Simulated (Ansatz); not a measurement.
# AsH5OSi: one species, many methods

Aim: compute AsH5OSi with functionals from several rungs and with coupled cluster. The yardstick is the atomisation energy at the CCSD(T) limit.

The runs use Ansatz 0.2.0, Gaussian basis; functionals in def2-TZVPP, the program's frozen cores in correlated methods.

Plan: LDA (SPW92), PBE-D4, revPBE-D4, BLYP-D4, r2SCAN-D4, B97M-V, PBE0-D4, B3LYP-D4, r2SCANh-D4, r2SCAN0-D4, HSE06-D4, BHLYP-D4, CAM-B3LYP-D4, LC-ωPBE, ωB97X-V, ωB97M-V, B2PLYP, PBE-QIDH; CCSD(T)/def2-SVP; CCSD(T)/def2-TZVPP; MP2/def2-QZVPP; extrapolation to the limit; RPA on PBE.

## (1) Structure used throughout

All runs share one geometry, relaxed beforehand with PBE0-D4 in a triple-zeta def2 set.

SMILES `O[SiH2][AsH2]`, 8 atoms, charge 0, spin multiplicity 1.

Atoms are counted from 1 here; the program's logs count them from 0.

Bond lengths: O1–Si2 1.651 Å, O1–H4 0.958 Å, Si2–As3 2.354 Å, Si2–H5 1.490 Å, Si2–H6 1.491 Å, As3–H7 1.525 Å, As3–H8 1.522 Å. Angles: Si2–O1–H4 117.7°, O1–Si2–As3 105.3°, O1–Si2–H5 110.6°, O1–Si2–H6 111.6°, As3–Si2–H5 113.5°, As3–Si2–H6 108.2°, H5–Si2–H6 107.6°, Si2–As3–H7 90.2°, Si2–As3–H8 92.4°, H7–As3–H8 92.1°.

As a file:

```xyz
8
charge 0, multiplicity 1
O    -1.7594    0.2647   -0.2613
Si   -0.1289    0.5155   -0.2061
As    0.6952   -1.0899    1.3049
H    -2.2665    0.7686   -0.8993
H     0.4635    0.4094   -1.5690
H     0.2013    1.8682    0.3260
H     2.1220   -0.6321    1.0232
H     0.7651   -2.1615    0.2258
```

## (2) LDA

This LDA is Slater exchange with PW92 correlation.

Contents of in.yaml:

```yaml
crystal:
  periodic: [false, false, false]
  atoms:
    - {symbol: O, position_ang: [-1.759433, 0.264681, -0.261301]}
    - {symbol: Si, position_ang: [-0.128929, 0.515478, -0.206141]}
    - {symbol: As, position_ang: [0.695207, -1.089875, 1.304890]}
    - {symbol: H, position_ang: [-2.266532, 0.768632, -0.899276]}
    - {symbol: H, position_ang: [0.463479, 0.409439, -1.568968]}
    - {symbol: H, position_ang: [0.201294, 1.868170, 0.326013]}
    - {symbol: H, position_ang: [2.122025, -0.632146, 1.023153]}
    - {symbol: H, position_ang: [0.765089, -2.161480, 0.225832]}
basis:
  gaussian: {orbitals: def2-TZVPP}
hamiltonian: {xc: lda}
output: {orbitals: {seedname: orbitals}}
```

Started as:

```bash
ansatz run in.yaml --threads 2 --pin off --events-out ev --progress --plain --max-ram 4352MiB
```

Further steps of the session: PBE-D4 (GGA); revPBE-D4 (GGA); BLYP-D4 (GGA); r2SCAN-D4 (meta-GGA); B97M-V (meta-GGA); PBE0-D4 (hybrid); B3LYP-D4 (hybrid); r2SCANh-D4 (hybrid); r2SCAN0-D4 (hybrid); HSE06-D4 (hybrid); BHLYP-D4 (hybrid); CAM-B3LYP-D4 (range-separated); LC-ωPBE (range-separated); ωB97X-V (range-separated); ωB97M-V (range-separated); B2PLYP (double hybrid); PBE-QIDH (double hybrid); CCSD(T) in def2-SVP; CCSD(T) in def2-TZVPP; MP2 in def2-QZVPP; RPA on PBE orbitals.

**Question.** What will the summary of the whole plan be? Wanted: atomisation energy, CCSD(T)/CBS; farthest beyond LDA; mean size of error, GGA; mean size of error, meta-GGA; mean size of error, hybrid; mean size of error, range-separated; mean size of error, double hybrid; gap, smallest and largest; T1 diagnostic.

**Answer**, as computed:

| quantity | value |
| --- | --- |
| atomisation energy, CCSD(T)/CBS | 2417.8 kJ/mol |
| functionals within 24.2 kJ/mol (1.0 %) | PBE-D4, BLYP-D4, r2SCAN-D4, B97M-V, B3LYP-D4, CAM-B3LYP-D4, ωB97X-V, ωB97M-V |
| farthest beyond LDA | BHLYP-D4 (-69.6 kJ/mol) |
| mean size of error, GGA | 28.8 kJ/mol |
| mean size of error, meta-GGA | 7.5 kJ/mol |
| mean size of error, hybrid | 42.3 kJ/mol |
| mean size of error, range-separated | 21.1 kJ/mol |
| mean size of error, double hybrid | 52.2 kJ/mol |
| gap, smallest and largest | 5.34 eV (LDA (SPW92)), 11.99 eV (LC-ωPBE) |
| T1 diagnostic | 0.0114 |
| triples share of the correlation energy | 3.4 % |

The LDA atomisation energy is off by 321.9 kJ/mol (13 %): it overbinds. PBE-D4 misses by -11.1 kJ/mol. Double hybrids carry the basis error of their MP2 part in triple zeta, and no dispersion term here, so their miss is partly the set-up's. The rungs meta-GGA, range-separated miss on average by less than the doubt on the reference (24.2 kJ/mol), so they tie. The reference freezes the cores and leaves out relativity and excitations past (T), and its outer-core shells are covered unevenly, so misses under about 24.2 kJ/mol can't be ranked. Hartree-Fock recovers 70 % of the binding; the rest is correlation. CCSD(T) in def2-SVP is off by -226.0 kJ/mol, which most functionals beat. Orbital gaps span 5.3 to 12.0 eV; exact exchange widens them. Correlated methods include outer-core shells of As, which these sets cover unevenly.
